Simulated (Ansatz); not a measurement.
# GaH7N2OSi: a spread of methods and bases

Aim: run GaH7N2OSi under a spread of inputs, and see what each costs and gives.

Computed with Ansatz 0.2.0, Gaussian basis. Level: the settings change from run to run.

## (1) The relaxed structure

The structure was relaxed beforehand with PBE0-D4 in a triple-zeta def2 set.

SMILES `[NH2][Ga]([NH2])[O][SiH3]`, 12 atoms, charge 0, spin multiplicity 1.

Atoms are counted from 1 here; the program's logs count them from 0.

Bond lengths: N1–Ga2 1.811 Å, N1–H6 1.007 Å, N1–H7 1.006 Å, Ga2–N3 1.808 Å, Ga2–O4 1.786 Å, N3–H8 1.006 Å, N3–H9 1.006 Å, O4–Si5 1.623 Å, Si5–H10 1.489 Å, Si5–H11 1.488 Å, Si5–H12 1.495 Å. Angles: Ga2–N1–H6 119.8°, Ga2–N1–H7 121.8°, H6–N1–H7 111.4°, N1–Ga2–N3 126.7°, N1–Ga2–O4 117.8°, N3–Ga2–O4 115.4°, Ga2–N3–H8 121.8°, Ga2–N3–H9 119.3°, H8–N3–H9 111.5°, Ga2–O4–Si5 137.5°, O4–Si5–H10 110.8°, O4–Si5–H11 110.2°, O4–Si5–H12 111.5°, H10–Si5–H11 108.5°, H10–Si5–H12 107.8°, H11–Si5–H12 108.0°.

## (2) PBE-QIDH/aug-pcseg-2

Options: high accuracy.

Input file in.yaml:

```yaml
crystal:
  periodic: [false, false, false]
  atoms:
    - {symbol: N, position_ang: [-1.106293, 1.430365, 0.811630]}
    - {symbol: Ga, position_ang: [-0.272144, -0.177168, 0.821613]}
    - {symbol: N, position_ang: [-0.290807, -1.396476, 2.156004]}
    - {symbol: O, position_ang: [0.676149, -0.633957, -0.621563]}
    - {symbol: Si, position_ang: [0.984933, -0.024316, -2.093994]}
    - {symbol: H, position_ang: [-1.228616, 1.924984, -0.056411]}
    - {symbol: H, position_ang: [-1.837890, 1.651334, 1.465523]}
    - {symbol: H, position_ang: [-0.563439, -1.153091, 3.092887]}
    - {symbol: H, position_ang: [0.384962, -2.142198, 2.150854]}
    - {symbol: H, position_ang: [2.399518, 0.429206, -2.192578]}
    - {symbol: H, position_ang: [0.745816, -1.056943, -3.138202]}
    - {symbol: H, position_ang: [0.107802, 1.148261, -2.395765]}
basis:
  gaussian: {orbitals: aug-pcseg-2}
hamiltonian: {xc: {name: PBE-QIDH}}
accuracy: high
```

Launch:

```console
> ansatz run in.yaml --threads 4 --pin off --events-out ev --progress --plain --max-ram 11315MiB
```

The program printed:

```text
Functional definition: PBE-QIDH
  name "PBE-QIDH"
  cite "Brémond, Sancho-García, Pérez-Jiménez & Adamo, J. Chem. Phys. 141, 031101 (2014) doi:10.1063/1.4890314"
  cite "Perdew, Burke & Ernzerhof, Phys. Rev. Lett. 77, 3865 (1996) doi:10.1103/PhysRevLett.77.3865"
  parameter a = 3^(-1/3)
  parameter c = 1/3
  exchange = (1 - a)*pbe_x + a*exact_x
  correlation = (1 - c)*pbe_c + c*(mp2_os + mp2_ss)
6214 factors; integrals over basis functions are off by at most 4.5e-9 eV
mean field evaluation 1: about -65354.2937 eV, gradient 7.5e1 eV
mean field evaluation 2: about -65354.4069 eV, gradient 7.5e1 eV
mean field evaluation 4: about -65364.4468 eV, gradient 5.8e0 eV
mean field evaluation 8: about -65364.5202 eV, gradient 3.8e-1 eV
mean field evaluation 16: about -65364.5206 eV, gradient 2.5e-4 eV
mean field -65364.52059957 eV, -2402.1018263707 hartree, gradient 3.7e-8 eV, S^2 0.000000; 0 other end points of the search recorded, 0 dependent functions left out
17 core orbitals not correlated: weight in the atoms' cores, before any rotation towards them, 1.000 or more for the frozen orbitals, at most 0.000 for the correlated occupied ones
reference -65364.52060229 eV, -2402.1018264708 hartree; 20, 20 occupied and 371, 371 virtual orbitals, 6214 factors
second order -29.53313030 eV of doubles, -0.00000000 eV of singles
Total energy: -65374.36497905 eV, -2402.4636006441 hartree
```

Run time: 78 s. Hardware: 4 threads of Arm Neoverse V2, shared host; peak memory 6.3 GiB.

## (3) r2SCAN/x2c-TZVPPall

Options: D3(BJ) with three-body dispersion.

Changes to in.yaml since step 2:

```diff
@@ -16,4 +16,3 @@
 basis:
-  gaussian: {orbitals: aug-pcseg-2}
-hamiltonian: {xc: {name: PBE-QIDH}}
-accuracy: high
+  gaussian: {orbitals: x2c-TZVPPall}
+hamiltonian: {xc: {name: r2SCAN}, dispersion: d3bjatm}
```

Same command.

The program printed:

```text
Functional definition: r2SCAN
  name "r2SCAN"
  cite "Furness, Kaplan, Ning, Perdew & Sun, J. Phys. Chem. Lett. 11, 8208 (2020) doi:10.1021/acs.jpclett.0c02405"
  cite "Furness, Kaplan, Ning, Perdew & Sun, J. Phys. Chem. Lett. 11, 9248 (2020) doi:10.1021/acs.jpclett.0c03077"
  parent r2scan
  parameter k0 = 0.174
  parameter k1 = 0.065
  parameter a1 = 4.9479
  exchange = r2scan_x(k0 = k0, k1 = k1, a1 = a1)
  correlation = r2scan_c
1538 factors; their error is unknown
mean field evaluation 1: about -65913.1660 eV, gradient 1.1e2 eV
mean field evaluation 2: about -65853.5566 eV, gradient 2.0e2 eV
mean field evaluation 4: about -65934.5512 eV, gradient 2.2e1 eV
mean field evaluation 8: about -65935.4791 eV, gradient 3.5e-1 eV
mean field evaluation 16: about -65935.4503 eV, gradient 6.4e-4 eV
mean field -65935.45031833 eV, -2423.0831065453 hartree, gradient 4.9e-5 eV, S^2 0.000000; 0 other end points of the search recorded, 0 dependent functions left out
reference -65935.45033297 eV, -2423.0831070831 hartree; 37, 37 occupied and 244, 244 virtual orbitals, 1538 factors
Total energy: -65935.51777848 eV, -2423.0855856600 hartree
Relativity: scalar
```

Run time: 6 s. Hardware: 4 threads of Arm Neoverse V2, shared host; peak memory 0.44 GiB.

## (4) r2SCAN0/def2-SVP

Options: unrestricted orbitals, D3(BJ) with three-body dispersion, high accuracy.

Changes to in.yaml since step 3:

```diff
@@ -16,3 +16,6 @@
 basis:
-  gaussian: {orbitals: x2c-TZVPPall}
-hamiltonian: {xc: {name: r2SCAN}, dispersion: d3bjatm}
+  gaussian: {orbitals: def2-SVP}
+magnetization: {spin_polarized: true, initial_magnetization: 0}
+hamiltonian: {xc: {name: r2SCAN0}, dispersion: d3bjatm}
+accuracy: high
+output: {forces: true}
```

Same command.

The program printed, shortened:

```text
Functional definition: r2SCAN0
  name "r2SCAN0"
  cite "Bursch, Neugebauer, Ehlert & Grimme, J. Chem. Phys. 156, 134105 (2022) doi:10.1063/5.0086040"
  cite "Furness, Kaplan, Ning, Perdew & Sun, J. Phys. Chem. Lett. 11, 8208 (2020) doi:10.1021/acs.jpclett.0c02405"
  cite "Furness, Kaplan, Ning, Perdew & Sun, J. Phys. Chem. Lett. 11, 9248 (2020) doi:10.1021/acs.jpclett.0c03077"
  parent r2scan
[...]
2856 factors; integrals over basis functions are off by at most 1.0e-8 eV
[...]
mean field -65381.26539035 eV, -2402.7171860818 hartree, gradient 1.0e-7 eV, S^2 0.000000; 0 other end points of the search recorded, 0 dependent functions left out
[...]
reference -65381.26539307 eV, -2402.7171861820 hartree; 37, 37 occupied and 90, 90 virtual orbitals, 2856 factors
Total energy: -65381.34537618 eV, -2402.7201255071 hartree
[...]
Atom 2 at    -0.290807    -1.396476     2.156004 Å, force    -0.028100     0.289000    -0.294734 eV/Å
Atom 3 at     0.676149    -0.633957    -0.621563 Å, force    -0.229896    -0.083053     0.591516 eV/Å
Atom 4 at     0.984933    -0.024316    -2.093994 Å, force     0.156174     0.093904    -0.436763 eV/Å
Atom 5 at    -1.228616     1.924984    -0.056411 Å, force    -0.025525     0.091726    -0.084168 eV/Å
Atom 6 at    -1.837890     1.651334     1.465523 Å, force    -0.085124     0.045992     0.068924 eV/Å
Atom 7 at    -0.563439    -1.153091     3.092887 Å, force    -0.033040    -0.003138     0.113630 eV/Å
Atom 8 at     0.384962    -2.142198     2.150854 Å, force     0.066031    -0.100668     0.010776 eV/Å
Atom 9 at     2.399518     0.429206    -2.192578 Å, force     0.006292     0.017482    -0.034590 eV/Å
Atom 10 at     0.745816    -1.056943    -3.138202 Å, force     0.005255     0.021496    -0.038174 eV/Å
Atom 11 at     0.107802     1.148261    -2.395765 Å, force    -0.014306     0.020862    -0.015319 eV/Å
Dipole moment:    -0.268813     0.134458     0.418113 e Å
```

Run time: 17 s. Hardware: 4 threads of Arm Neoverse V2, shared host; peak memory 1.2 GiB.

Largest force 0.640 eV/Å, dipole 2.47 D, ⟨S²⟩ 0.000.

## (5) HSE06/cc-pVTZ-DK

Set apart from the defaults: D4 dispersion.

Changes to in.yaml since step 4:

```diff
@@ -16,6 +16,3 @@
 basis:
-  gaussian: {orbitals: def2-SVP}
-magnetization: {spin_polarized: true, initial_magnetization: 0}
-hamiltonian: {xc: {name: r2SCAN0}, dispersion: d3bjatm}
-accuracy: high
-output: {forces: true}
+  gaussian: {orbitals: cc-pVTZ-DK}
+hamiltonian: {xc: {name: HSE06}, dispersion: d4}
```

Same command.

The program printed, shortened:

```text
Functional definition: HSE06
  name "HSE06"
  cite "Heyd, Scuseria & Ernzerhof, J. Chem. Phys. 118, 8207 (2003) doi:10.1063/1.1564060"
  cite "Krukau, Vydrov, Izmaylov & Scuseria, J. Chem. Phys. 125, 224106 (2006) doi:10.1063/1.2404663"
  cite "Heyd & Scuseria, J. Chem. Phys. 120, 7274 (2004) doi:10.1063/1.1668634"
  cite "Ernzerhof & Perdew, J. Chem. Phys. 109, 3313 (1998) doi:10.1063/1.476928"
  cite "Perdew, Burke & Ernzerhof, Phys. Rev. Lett. 77, 3865 (1996) doi:10.1103/PhysRevLett.77.3865"
  parent pbe
[...]
  # The whole range is PBE's own exchange, as in plane waves. The composition of these papers is wPBEh.
[...]
1642 factors; their error is unknown
136 factors; integrals over basis functions are off by at most 5.9e-7 eV
[...]
mean field -65922.70642200 eV, -2422.6147769933 hartree, gradient 5.5e-5 eV, S^2 0.000000; 0 other end points of the search recorded, 0 dependent functions left out
reference -65922.70647255 eV, -2422.6147788510 hartree; 37, 37 occupied and 228, 228 virtual orbitals, 1642 factors
Total energy: -65922.91961112 eV, -2422.6226115488 hartree
Relativity: scalar
```

It took 4.1 s on 4 threads of Arm Neoverse V2, shared host; peak memory 0.68 GiB.

## (6) rPW86-PBE/cc-pVTZ-DK

This run has charge -1, multiplicity 2, a grid of angular degree 11, the search for lower states set to off.

Changes to in.yaml since step 5:

```diff
@@ -16,3 +16,7 @@
 basis:
-  gaussian: {orbitals: cc-pVTZ-DK}
-hamiltonian: {xc: {name: HSE06}, dispersion: d4}
+  gaussian: {orbitals: cc-pVTZ-DK, final_grid: {core_spheres: 5, valence_spheres: 4, degree: 11}}
+total_charge: -1
+magnetization: {spin_polarized: true, initial_magnetization: 1}
+hamiltonian: {xc: {name: rPW86-PBE}}
+scf: {lower_state_search: off}
+output: {forces: true}
```

The command is unchanged.

The program printed, shortened:

```text
Functional definition: rPW86-PBE
  name "rPW86-PBE"
  cite "Murray, Lee & Langreth, J. Chem. Theory Comput. 5, 2754 (2009) doi:10.1021/ct900365q"
  cite "Perdew, Burke & Ernzerhof, Phys. Rev. Lett. 77, 3865 (1996) doi:10.1103/PhysRevLett.77.3865"
  parent pbe
[...]
1582 factors; their error is unknown
[...]
mean field -65980.97570271 eV, -2424.7561335628 hartree, gradient 7.0e-6 eV, S^2 0.750891; 0 other end points of the search recorded, 0 dependent functions left out
[...]
reference -65980.97591508 eV, -2424.7561413673 hartree; 38, 37 occupied and 227, 228 virtual orbitals, 1582 factors
Total energy: -65980.97591508 eV, -2424.7561413673 hartree
Relativity: scalar
Atom 0 at    -1.106293     1.430365     0.811630 Å, force    -0.170155     0.885484     0.156072 eV/Å
Atom 1 at    -0.272144    -0.177168     0.821613 Å, force    -0.303223     0.202655     0.317831 eV/Å
[...]
Atom 4 at     0.984933    -0.024316    -2.093994 Å, force    -0.014469     0.291435    -0.485381 eV/Å
Atom 5 at    -1.228616     1.924984    -0.056411 Å, force     0.053627     0.365363    -0.536153 eV/Å
Atom 6 at    -1.837890     1.651334     1.465523 Å, force    -0.615627     0.175356     0.532267 eV/Å
Atom 7 at    -0.563439    -1.153091     3.092887 Å, force    -0.132502     0.194388     0.654262 eV/Å
Atom 8 at     0.384962    -2.142198     2.150854 Å, force     0.457331    -0.394445     0.102575 eV/Å
Atom 9 at     2.399518     0.429206    -2.192578 Å, force     0.248932     0.101451    -0.143715 eV/Å
Atom 10 at     0.745816    -1.056943    -3.138202 Å, force     0.043802    -0.148765    -0.295094 eV/Å
Atom 11 at     0.107802     1.148261    -2.395765 Å, force    -0.109244     0.163968    -0.147953 eV/Å
Dipole moment:    -0.074047     0.004010     0.147695 e Å
Checks for a lower state left out: stability, starts, cluster_reference, orbital_swaps, neighbouring_geometries, increment
```

Wall time 3 s (4 threads of Arm Neoverse V2, shared host); peak memory 0.41 GiB.

Largest force 1.503 eV/Å, ⟨S²⟩ 0.751.

## (7) PBE0/STO-3G

Options: D3(BJ) dispersion, relativity set to none, high accuracy.

Changes to in.yaml since step 6:

```diff
@@ -16,7 +16,5 @@
 basis:
-  gaussian: {orbitals: cc-pVTZ-DK, final_grid: {core_spheres: 5, valence_spheres: 4, degree: 11}}
-total_charge: -1
-magnetization: {spin_polarized: true, initial_magnetization: 1}
-hamiltonian: {xc: {name: rPW86-PBE}}
-scf: {lower_state_search: off}
+  gaussian: {orbitals: STO-3G}
+hamiltonian: {xc: {name: PBE0}, dispersion: d3bj, pseudopotentials: {relativity: none}}
+accuracy: high
 output: {forces: true}
```

Launched as before.

The program printed, shortened:

```text
Functional definition: PBE0
  name "PBE0"
  cite "Adamo & Barone, J. Chem. Phys. 110, 6158 (1999) doi:10.1063/1.478522"
  cite "Perdew, Burke & Ernzerhof, Phys. Rev. Lett. 77, 3865 (1996) doi:10.1103/PhysRevLett.77.3865"
  parent pbe
[...]
943 factors; integrals over basis functions are off by at most 2.9e-8 eV
[...]
mean field -64609.77929351 eV, -2374.3655949553 hartree, gradient 8.1e-9 eV, S^2 0.000000; 0 other end points of the search recorded, 0 dependent functions left out
[...]
reference -64609.77929575 eV, -2374.3655950376 hartree; 37, 37 occupied and 12, 12 virtual orbitals, 943 factors
Total energy: -64609.98424837 eV, -2374.3731269073 hartree
Atom 0 at    -1.106293     1.430365     0.811630 Å, force     3.856143    -5.666633    -0.023166 eV/Å
Atom 1 at    -0.272144    -0.177168     0.821613 Å, force    -0.683526     0.390409     0.973863 eV/Å
Atom 2 at    -0.290807    -1.396476     2.156004 Å, force    -0.228274     4.108854    -5.762010 eV/Å
Atom 3 at     0.676149    -0.633957    -0.621563 Å, force    -2.067543    -0.192180     4.731074 eV/Å
Atom 4 at     0.984933    -0.024316    -2.093994 Å, force     0.013098     1.431456    -2.046250 eV/Å
Atom 5 at    -1.228616     1.924984    -0.056411 Å, force    -0.359110     0.919527    -1.229200 eV/Å
Atom 6 at    -1.837890     1.651334     1.465523 Å, force    -1.099563     0.424641     0.899337 eV/Å
Atom 7 at    -0.563439    -1.153091     3.092887 Å, force    -0.366010     0.289896     1.392695 eV/Å
Atom 8 at     0.384962    -2.142198     2.150854 Å, force     0.978982    -1.214472     0.239823 eV/Å
Atom 9 at     2.399518     0.429206    -2.192578 Å, force    -0.859922    -0.334266     0.085538 eV/Å
Atom 10 at     0.745816    -1.056943    -3.138202 Å, force     0.175387     0.590823     0.701483 eV/Å
Atom 11 at     0.107802     1.148261    -2.395765 Å, force     0.640339    -0.748056     0.036813 eV/Å
Dipole moment:    -0.123619     0.089269     0.161761 e Å
```

Wall time 2.3 s (4 threads of Arm Neoverse V2, shared host).

Largest force 7.081 eV/Å, dipole 1.07 D.

## (8) B3LYP5/6-31G*

Changes to in.yaml since step 7:

```diff
@@ -16,5 +16,3 @@
 basis:
-  gaussian: {orbitals: STO-3G}
-hamiltonian: {xc: {name: PBE0}, dispersion: d3bj, pseudopotentials: {relativity: none}}
-accuracy: high
-output: {forces: true}
+  gaussian: {orbitals: "6-31G*"}
+hamiltonian: {xc: {name: B3LYP5}}
```

Same command.

The program printed, shortened:

```text
Functional definition: B3LYP5
  name "B3LYP5"
  cite "Stephens, Devlin, Chabalowski & Frisch, J. Phys. Chem. 98, 11623 (1994) doi:10.1021/j100096a001"
  cite "Becke, Phys. Rev. A 38, 3098 (1988) doi:10.1103/PhysRevA.38.3098"
  cite "Lee, Yang & Parr, Phys. Rev. B 37, 785 (1988) doi:10.1103/PhysRevB.37.785"
  cite "Vosko, Wilk & Nusair, Can. J. Phys. 58, 1200 (1980) doi:10.1139/p80-159"
[...]
1098 factors; integrals over basis functions are off by at most 7.3e-4 eV
[...]
mean field -65385.30212000 eV, -2402.8655331602 hartree, gradient 3.8e-5 eV, S^2 0.000000; 0 other end points of the search recorded, 0 dependent functions left out
reference -65385.30240867 eV, -2402.8655437688 hartree; 37, 37 occupied and 76, 76 virtual orbitals, 1098 factors
Total energy: -65385.30240867 eV, -2402.8655437688 hartree
```

It took 1.6 s on 4 threads of Arm Neoverse V2, shared host; peak memory 0.25 GiB.

## (9) SVWN5/x2c-TZVPPall

Changes to in.yaml since step 8:

```diff
@@ -16,3 +16,4 @@
 basis:
-  gaussian: {orbitals: "6-31G*"}
-hamiltonian: {xc: {name: B3LYP5}}
+  gaussian: {orbitals: x2c-TZVPPall}
+hamiltonian: {xc: {name: SVWN5}}
+output: {forces: true}
```

The command is unchanged.

The program printed, shortened:

```text
Functional definition: SVWN5
  name "SVWN5"
  cite "Dirac, Proc. Camb. Phil. Soc. 26, 376 (1930) doi:10.1017/S0305004100016108"
  cite "Slater, Phys. Rev. 81, 385 (1951) doi:10.1103/PhysRev.81.385"
  cite "Vosko, Wilk & Nusair, Can. J. Phys. 58, 1200 (1980) doi:10.1139/p80-159"
[...]
1538 factors; their error is unknown
[...]
mean field -65782.41314745 eV, -2417.4590942478 hartree, gradient 2.9e-5 eV, S^2 0.000000; 0 other end points of the search recorded, 0 dependent functions left out
[...]
reference -65782.41319154 eV, -2417.4590958678 hartree; 37, 37 occupied and 244, 244 virtual orbitals, 1538 factors
Total energy: -65782.41319154 eV, -2417.4590958678 hartree
Relativity: scalar
Atom 0 at    -1.106293     1.430365     0.811630 Å, force     0.600993    -0.706185     0.084891 eV/Å
Atom 1 at    -0.272144    -0.177168     0.821613 Å, force    -0.087428     0.061532     0.106608 eV/Å
Atom 2 at    -0.290807    -1.396476     2.156004 Å, force    -0.152922     0.504393    -0.780180 eV/Å
Atom 3 at     0.676149    -0.633957    -0.621563 Å, force    -0.173892     0.002614     0.363215 eV/Å
Atom 4 at     0.984933    -0.024316    -2.093994 Å, force    -0.067547     0.012451     0.145151 eV/Å
Atom 5 at    -1.228616     1.924984    -0.056411 Å, force     0.005588     0.174106    -0.451434 eV/Å
Atom 6 at    -1.837890     1.651334     1.465523 Å, force    -0.314069     0.029940     0.336946 eV/Å
Atom 7 at    -0.563439    -1.153091     3.092887 Å, force    -0.149780     0.189145     0.385971 eV/Å
Atom 8 at     0.384962    -2.142198     2.150854 Å, force     0.322647    -0.319115    -0.080899 eV/Å
Atom 9 at     2.399518     0.429206    -2.192578 Å, force     0.133266     0.037121     0.000067 eV/Å
Atom 10 at     0.745816    -1.056943    -3.138202 Å, force    -0.026749    -0.106340    -0.084643 eV/Å
Atom 11 at     0.107802     1.148261    -2.395765 Å, force    -0.090105     0.120337    -0.025693 eV/Å
Dipole moment:    -0.247283     0.106323     0.408284 e Å
```

Wall time 2.5 s (4 threads of Arm Neoverse V2, shared host); peak memory 0.41 GiB.

Largest force 0.942 eV/Å, dipole 2.35 D.

## (10) r2SCAN50/STO-3G

Options: a grid of angular degree 47.

Changes to in.yaml since step 9:

```diff
@@ -16,4 +16,4 @@
 basis:
-  gaussian: {orbitals: x2c-TZVPPall}
-hamiltonian: {xc: {name: SVWN5}}
+  gaussian: {orbitals: STO-3G, final_grid: {core_spheres: 20, valence_spheres: 16, degree: 47}}
+hamiltonian: {xc: {name: r2SCAN50}}
 output: {forces: true}
```

Launched as before.

The program printed, shortened:

```text
Functional definition: r2SCAN50
  name "r2SCAN50"
  cite "Bursch, Neugebauer, Ehlert & Grimme, J. Chem. Phys. 156, 134105 (2022) doi:10.1063/5.0086040"
  cite "Furness, Kaplan, Ning, Perdew & Sun, J. Phys. Chem. Lett. 11, 8208 (2020) doi:10.1021/acs.jpclett.0c02405"
  cite "Furness, Kaplan, Ning, Perdew & Sun, J. Phys. Chem. Lett. 11, 9248 (2020) doi:10.1021/acs.jpclett.0c03077"
  parent r2scan
[...]
587 factors; integrals over basis functions are off by at most 5.1e-5 eV
[...]
mean field -64623.59875705 eV, -2374.8734508731 hartree, gradient 1.6e-5 eV, S^2 0.000000; 0 other end points of the search recorded, 0 dependent functions left out
[...]
reference -64623.59876169 eV, -2374.8734510436 hartree; 37, 37 occupied and 12, 12 virtual orbitals, 587 factors
Total energy: -64623.59876169 eV, -2374.8734510436 hartree
[...]
Atom 2 at    -0.290807    -1.396476     2.156004 Å, force     0.001566     3.955324    -5.319856 eV/Å
Atom 3 at     0.676149    -0.633957    -0.621563 Å, force    -2.177112     0.256005     4.364084 eV/Å
Atom 4 at     0.984933    -0.024316    -2.093994 Å, force     0.020239     1.279184    -1.839596 eV/Å
Atom 5 at    -1.228616     1.924984    -0.056411 Å, force    -0.297680     0.610333    -0.659006 eV/Å
Atom 6 at    -1.837890     1.651334     1.465523 Å, force    -0.649342     0.299527     0.467716 eV/Å
Atom 7 at    -0.563439    -1.153091     3.092887 Å, force    -0.176249     0.110563     0.820534 eV/Å
Atom 8 at     0.384962    -2.142198     2.150854 Å, force     0.543661    -0.735090     0.257355 eV/Å
Atom 9 at     2.399518     0.429206    -2.192578 Å, force    -1.272816    -0.456123     0.114770 eV/Å
Atom 10 at     0.745816    -1.056943    -3.138202 Å, force     0.237926     0.896489     0.994007 eV/Å
Atom 11 at     0.107802     1.148261    -2.395765 Å, force     0.885012    -1.104750     0.166179 eV/Å
Dipole moment:    -0.124707     0.096548     0.154808 e Å
```

Run time: 1.9 s. Hardware: 4 threads of Arm Neoverse V2, shared host.

Largest force 6.629 eV/Å, dipole 1.06 D.

## (11) All runs side by side

| level | charge | multiplicity | geometry | functions | energy (eV) | time |
| --- | --- | --- | --- | --- | --- | --- |
| PBE-QIDH/aug-pcseg-2 | 0 | 1 | relaxed | 408 | -65374.365 | 78 s |
| r2SCAN/x2c-TZVPPall | 0 | 1 | relaxed | 281 | -65935.518 | 6 s |
| r2SCAN0/def2-SVP | 0 | 1 | relaxed | 127 | -65381.345 | 17 s |
| HSE06/cc-pVTZ-DK | 0 | 1 | relaxed | 265 | -65922.920 | 4.1 s |
| rPW86-PBE/cc-pVTZ-DK | -1 | 2 | relaxed | 265 | -65980.976 | 3 s |
| PBE0/STO-3G | 0 | 1 | relaxed | 49 | -64609.984 | 2.3 s |
| B3LYP5/6-31G* | 0 | 1 | relaxed | 113 | -65385.302 | 1.6 s |
| SVWN5/x2c-TZVPPall | 0 | 1 | relaxed | 281 | -65782.413 | 2.5 s |
| r2SCAN50/STO-3G | 0 | 1 | relaxed | 49 | -64623.599 | 1.9 s |

## (12) Outcome

| quantity | value |
| --- | --- |
| runs | 9 |
| quickest | B3LYP5/6-31G*, 1.6 s |
| slowest | PBE-QIDH/aug-pcseg-2, 78 s |
| spread of total energies, same state and geometry | 1325.5 eV |
| dipole, same state and geometry | 1.06 to 2.47 D |

Run time spans a factor of 50, from B3LYP5/6-31G* to PBE-QIDH/aug-pcseg-2. The jobs differ in tasks and options as well as level. The totals spread over 1326 eV; they can't be compared across methods or bases. Some of these runs are scalar-relativistic and others not, which shifts the totals of all-electron atoms past neon by several eV an atom and more; core potentials, where a basis has them, take the core out of the total altogether. At the PBE0-D4/def2-TZVP geometry and in the same state, the sound runs without point charges leave forces up to 7.08 eV/Å (PBE0/STO-3G). At that geometry and state the dipole changes by 133 % between the lowest and highest value.
